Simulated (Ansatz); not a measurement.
**YbFe3 (AuCu3 type): other levels of theory at one geometry**

Task: rerun one cell of YbFe3 (AuCu3 type) with changes to the functional, and weigh what each level gives against its time. The start comes from a prototype table, not from a measured structure.

Computed with Ansatz 0.2.0 (DFT at several levels, plane waves, PAW, unless a step's input says otherwise).

2 further runs of the same task are left out: 2 that didn't finish. Runs told in other sessions of the task aren't counted.

## (1) The structure to begin with

It takes space group Pm-3m (No. 221, cubic). The conventional cell has a = 3.915 Å, b = 3.915 Å, c = 3.915 Å, α = 90.00°, β = 90.00°, γ = 90.00°. Around Yb (site symmetry m-3m) lie 12 Fe at 2.77 Å. Around Fe (site symmetry 4/mmm) lie 4 Yb at 2.77 Å and 8 Fe at 2.77 Å.

As a file:

```
Yb Fe
1.0
     3.91520    0.00000    0.00000
     0.00000    3.91520    0.00000
     0.00000    0.00000    3.91520
Yb Fe
1 3
Direct
  0.00000 0.00000 0.00000
  0.00000 0.50000 0.50000
  0.50000 0.50000 0.00000
  0.50000 0.00000 0.50000
```

This cell comes from an earlier session at PBE: 15.004 Å³/atom at -0.01 GPa, on a 8×8×8 mesh, a metal on this mesh, spin moments in the atoms' spheres Yb 0.35; Fe 2.47 μB.

Levels to run: PBEsol; LDA. Hardware: 2 threads of Arm Neoverse V2, shared host.

## (2) PBEsol

input.yaml

```yaml
crystal:
  lattice:
    - [3.9152044762, 0.0, 0.0]
    - [0.0, 3.9152044762, 0.0]
    - [0.0, 0.0, 3.9152044762]
  atoms:
    - { symbol: Yb, position: [0.0, 0.0, 0.0] }
    - { symbol: Fe, position: [0.0, 0.5, 0.5], spin: 2.71 }
    - { symbol: Fe, position: [0.5, 0.5, 0.0], spin: 2.71 }
    - { symbol: Fe, position: [0.5, 0.0, 0.5], spin: 2.71 }
basis:
  ecutwfc: 420
  ecutrho_ratio: 4
kpoints:
  mp_grid: { grid: [8, 8, 8] }
hamiltonian:
  xc: pbesol
scf:
  occupations: { method: gaussian, width: 0.05 }
  lower_state_search: "off"
output:
  forces: true
  stress: true
  eigenvalues: true
  populations: true
  hubbard: { sites: [{ species: Yb, l: f }] }
magnetization:
  spin_polarized: true
checkpoint:
  read: start.run
  write: ck
  compress: false
  write_wavefunctions: false
  write_every: 100000
```

start.run holds the state of a PBE run on this cell.

Started as:

```bash
$ ansatz run input.yaml --threads 2 --pin off --max-ram 2662MiB --backend cpu --events-out ev --progress --plain --runs-dir out
```

The runs that follow: LDA.

Before running it: what results should come out? Wanted: for each run, pressure; largest spin moment.

As calculated:

| level | mesh | gap on the mesh (eV) | pressure (GPa) | largest spin moment (μB) | time |
| --- | --- | --- | --- | --- | --- |
| PBE | 8×8×8 | metal | 0.0 | 2.47 | 44 s* |
| LDA | 8×8×8 | metal | -12.3 | 2.40 | 15 s |
| PBEsol | 8×8×8 | metal | -6.7 | 2.46 | 13 s |

Times are on 2 threads of Arm Neoverse V2, shared host; some runs start from a saved state, which makes them quicker. * Includes bands or densities of states.

The pressure runs from -12.3 GPa (LDA) to 0.0 GPa (PBE); a negative pressure means that level wants a smaller cell, a positive one a larger cell. Every level gives a metal. The runs with LDA and PBEsol read the same PAW datasets as PBE, not ones made for them. No level here includes spin–orbit coupling. Total energies of different levels have different zeros and can't be compared.
